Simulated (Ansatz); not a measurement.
**SnH₃Cl (built from SMILES [Cl][SnH3]): a reaction path by the nudged elastic band**

Aim: the minimum-energy path between two given structures and its highest point. Both ends were relaxed at PBE0-D4 in triple zeta.

The runs use Ansatz 0.2.0, Gaussian basis; PBE0-D4/def2-SVP.

18 further runs of the same task are left out: 2 that didn't finish, 16 set aside as unsound or not needed.

**1. The starting structure**

The first end: 5 atoms, charge 0, spin multiplicity 1.

Atoms are counted from 1 here; the program's logs count them from 0.

Bond lengths: Sn1–Cl2 2.333 Å, Sn1–H3 1.700 Å, Sn1–H4 1.700 Å, Sn1–H5 1.700 Å. Angles: Cl2–Sn1–H3 106.1°, Cl2–Sn1–H4 106.0°, Cl2–Sn1–H5 106.0°, H3–Sn1–H4 112.7°, H3–Sn1–H5 112.7°, H4–Sn1–H5 112.6°.

Coordinates:

```
Sn   -0.1236   -0.0751    0.1144
Cl    1.4396    0.8721   -1.3362
H    -0.8001   -1.3946   -0.7177
H    -1.2607    1.1456    0.4422
H     0.7449   -0.5480    1.4973
```

The second end:

```xyz
5

Sn   -0.82982   -0.40498    0.92408
Cl    0.83289    0.09835   -1.42739
H     0.40562   -0.86675   -2.15572
H    -1.09978    1.34432    0.85799
H     0.69119   -0.17095    1.80103
```

**2. The band at PBE0-D4/def2-SVP**

File neb/in.yaml:

```yaml
crystal:
  periodic: [false, false, false]
  atoms:
    - {symbol: Sn, position_ang: [-0.123632, -0.075101, 0.114394]}
    - {symbol: Cl, position_ang: [1.439584, 0.872110, -1.336236]}
    - {symbol: H, position_ang: [-0.800094, -1.394589, -0.717655]}
    - {symbol: H, position_ang: [-1.260691, 1.145620, 0.442177]}
    - {symbol: H, position_ang: [0.744933, -0.548040, 1.497319]}
basis:
  gaussian: {orbitals: def2-SVP}
hamiltonian: {xc: pbe0, dispersion: d4}
neb:
  images: 5
  climbing: true
  max_iterations: 40
  initial_path: idpp
  final_atoms:
    - {symbol: Sn, position_ang: [-0.829824, -0.404978, 0.924082]}
    - {symbol: Cl, position_ang: [0.832894, 0.098354, -1.427386]}
    - {symbol: H, position_ang: [0.405618, -0.866747, -2.155722]}
    - {symbol: H, position_ang: [-1.099777, 1.344319, 0.857993]}
    - {symbol: H, position_ang: [0.691191, -0.170947, 1.801034]}
```

The run is started by

```console
$ ansatz run in.yaml --threads 2 --pin off --events-out ev --progress --plain --max-ram 4352MiB
```

Log, cut to the lines that bear on the results:

```text
Functional definition: PBE0
  name "PBE0"
  cite "Adamo & Barone, J. Chem. Phys. 110, 6158 (1999) doi:10.1063/1.478522"
  cite "Perdew, Burke & Ernzerhof, Phys. Rev. Lett. 77, 3865 (1996) doi:10.1103/PhysRevLett.77.3865"
  parent pbe
[...]
702 factors; integrals over basis functions are off by at most 3.2e-4 eV
[...]
mean field -18395.32185537 eV, -676.0156093877 hartree, gradient 2.0e-5 eV, S^2 0.000000; 0 other end points of the search recorded, 0 dependent functions left out
[...]
reference -18395.32188178 eV, -676.0156103583 hartree; 21, 21 occupied and 38, 38 virtual orbitals, 702 factors
[... from here to the last solve, the lines of the solves are left out (66 solves) ...]
WARN: NEB end point (image 0): max|allowed force component| = 2.641e-1 eV/Å (the criterion of neb.relax_end_points is 1.000e-2). That is over neb.f_tol: it is no minimum, so the barrier can be far off. Relax it first
WARN: NEB end point (image 6): max|allowed force component| = 1.846e-1 eV/Å (the criterion of neb.relax_end_points is 1.000e-2). That is over neb.f_tol: it is no minimum, so the barrier can be far off. Relax it first
NEB iter   1: max|band force component| = 3.049e0 eV/Å  barrier→ = 3.3856 eV  barrier← = 2.0025 eV  Δτ_max = 0.2000 Å  (160 SCF iters)
[...]
NEB iter   6: max|band force component| = 9.592e-2 eV/Å  barrier→ = 1.9812 eV  barrier← = 0.5981 eV  CI = image 3  Δτ_max = 0.0070 Å  (117 SCF iters)
[...]
NEB iter   7: max|band force component| = 2.648e-2 eV/Å  barrier→ = 1.9811 eV  barrier← = 0.5980 eV  CI = image 3  Δτ_max = 0.0000 Å  (731 SCF iters)
Total energy: -18393.41227278 eV, -675.9454335221 hartree
Atom 0 at    -0.453733    -0.227687     0.496704 Å, force     0.004751     0.007455     0.002818 eV/Å
Atom 1 at     1.000509     0.110717    -1.723298 Å, force    -0.002748    -0.002926     0.000486 eV/Å
Atom 2 at    -0.192493    -0.941882    -1.146146 Å, force     0.002067    -0.000680    -0.004975 eV/Å
Atom 3 at    -1.145779     1.347762     0.676572 Å, force    -0.000948    -0.002847     0.001394 eV/Å
Atom 4 at     0.791596    -0.288910     1.696166 Å, force    -0.003123    -0.001002     0.000276 eV/Å
Dipole moment:    -0.319557    -0.145839     0.373095 e Å
```

Wall time 61 s (2 threads of Arm Neoverse V1, shared host).

The last band:

| image | path (Å) | energy (kJ/mol) | Cl2–H3 (Å) | Sn1–Cl2 (Å) | Sn1–H3 (Å) |
| --- | --- | --- | --- | --- | --- |
| 0 | 0.00 | 0.0 | 3.25 | 2.33 | 1.70 |
| 1 | 0.50 | 25.9 | 2.77 | 2.37 | 1.69 |
| 2 | 0.99 | 117.9 | 2.22 | 2.48 | 1.68 |
| 3 | 1.49 | 191.1 | 1.69 | 2.68 | 1.81 |
| 4 | 1.95 | 153.5 | 1.34 | 2.91 | 2.26 |
| 5 | 2.42 | 139.7 | 1.29 | 2.96 | 2.81 |
| 6 | 2.88 | 133.4 | 1.28 | 2.92 | 3.35 |

The highest image, 3:

```xyz
5

Sn   -0.4537   -0.2277    0.4967
Cl    1.0005    0.1107   -1.7233
H    -0.1925   -0.9419   -1.1461
H    -1.1458    1.3478    0.6766
H     0.7916   -0.2889    1.6962
```

**3. Results**

| quantity | value |
| --- | --- |
| PBE0-D4/def2-SVP, 7 iterations | highest 191.1 kJ/mol (image 3), last end +133.4 kJ/mol |
| from earlier runs: barrier over the separately found saddle, CCSD(T)/def2-TZVPP | 214.7 kJ/mol |

The highest image lies 191.1 kJ/mol above the first end, and it climbed, so it estimates the saddle. The ends are not quite minima at this level (largest force component 0.26 eV/Å), so the heights are unreliable: relaxing the first end would lower it and raise the barrier above it. The highest image is 23.6 kJ/mol below the CCSD(T) barrier in triple zeta, which comes from separate runs on the saddle.
